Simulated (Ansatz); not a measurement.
# WSe2: the cost of one run

Method: DFT PBEsol, scalar-relativistic, plane waves, PAW, in Ansatz 0.2.0.

1 further run of the same task is left out (set aside as unsound or not needed). Runs told in other sessions of the task aren't counted.

## 1. Starting point

The structure is trigonal, space group P-3m1 (No. 164). The conventional cell has a = 3.271 Å, b = 3.271 Å, c = 23.983 Å, α = 90.00°, β = 90.00°, γ = 120.00°. Around W (site symmetry 3m) lie 6 Se at 2.52 Å. Se (site symmetry 3m) has 3 W at 2.52 Å in its first shell of neighbours.

Structure file:

```xyz
6
Lattice="3.2706 0.0000 0.0000 -1.6353 2.8324 0.0000 0.0000 0.0000 23.9835" Properties=species:S:1:pos:R:3 pbc="T T T"
W     1.6353    0.9441    3.3013
W     0.0000    1.8883   20.6822
Se    0.0000    1.8883    4.9733
Se    1.6353    0.9441   22.3566
Se    0.0000    1.8883    1.6269
Se    1.6353    0.9441   19.0101
```

It goes back to an entry of the Materials Project, which need not be the stable form.

This cell was relaxed beforehand with the same method: volume 37.03 Å³/atom, gap on the mesh 1.42 eV.

## 2. The cell scaled to 0.97 of its volume

Contents of input.yaml:

```yaml
crystal:
  lattice:
    - [3.2375753031, 0.0, 0.0]
    - [-1.6187876515, 2.8038224591, 0.0]
    - [0.0, 0.0, 23.7412121916]
  atoms:
    - { symbol: W, position: [0.6666666667, 0.3333333333, 0.1376486585] }
    - { symbol: W, position: [0.3333333333, 0.6666666667, 0.8623513415] }
    - { symbol: Se, position: [0.3333333333, 0.6666666667, 0.2073654521] }
    - { symbol: Se, position: [0.6666666667, 0.3333333333, 0.9321646897] }
    - { symbol: Se, position: [0.3333333333, 0.6666666667, 0.0678353103] }
    - { symbol: Se, position: [0.6666666667, 0.3333333333, 0.7926345479] }
basis:
  ecutwfc: 420
kpoints:
  mp_grid: { grid: [12, 12, 2] }
hamiltonian:
  xc: pbesol
scf:
  occupations: { method: gaussian, width: 0.02 }
output:
  forces: true
  stress: true
  eigenvalues: true
relax:
  adjacent_minimum: "off"
  f_tol: 0.01
  max_steps: 30
  cell: { stress_tol: 0.1, fix: [volume] }
```

The run is started by

```sh
> ansatz run input.yaml --threads 2 --pin off --max-ram 5120MiB --backend cpu --events-out ev --progress --plain --runs-dir out
```

What time and memory should one allow on 2 threads of Arm Neoverse V2, shared host?

About 58 s, with a peak of 0.7 GiB.
